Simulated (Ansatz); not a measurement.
The system is Bi2Te3 (Tellurobismuthite).

```
CELL_PARAMETERS angstrom
2.19300 1.26613 10.16567
-2.19300 1.26613 10.16567
0.00000 -2.53226 10.16567
ATOMIC_POSITIONS crystal
Bi 0.60000 0.60000 0.60000
Bi 0.40000 0.40000 0.40000
Te 0.79050 0.79050 0.79050
Te 0.20950 0.20950 0.20950
Te 0.00000 0.00000 0.00000
```

Base run:

| Property | Result |
| --- | --- |
| Program | Ansatz 0.2.0 |
| Functional | PBE |
| Potentials or basis | all-electron LAPW, scalar-relativistic |
| Cutoff | 187 eV |
| Density cutoff | 746 eV |
| Basis error allowed | 0.002 eV/atom |
| k mesh | 4 × 4 × 4 |
| Occupations | fermi-dirac, width 0.03 eV |
| Spin | no spin polarisation |

Its results: band gap on the k mesh 0.30 eV, direct; pressure 1.9 GPa; largest force 0.063 eV/Å.

**Question.** The run is repeated on the same cell with these changes: functional from PBE to PBEsol. What comes out?

**Answer.** Band gap on the k mesh 0.24 eV, direct; pressure -0.6 GPa; largest force 0.134 eV/Å.

PBEsol binds more tightly than PBE, so the same cell stands under less pressure.

Caveats: spin-orbit coupling is left out, which as a rule narrows the gap of such compounds by several tenths of an eV.

A k mesh can miss the band edges.

Not every run made on this cell is shown here.
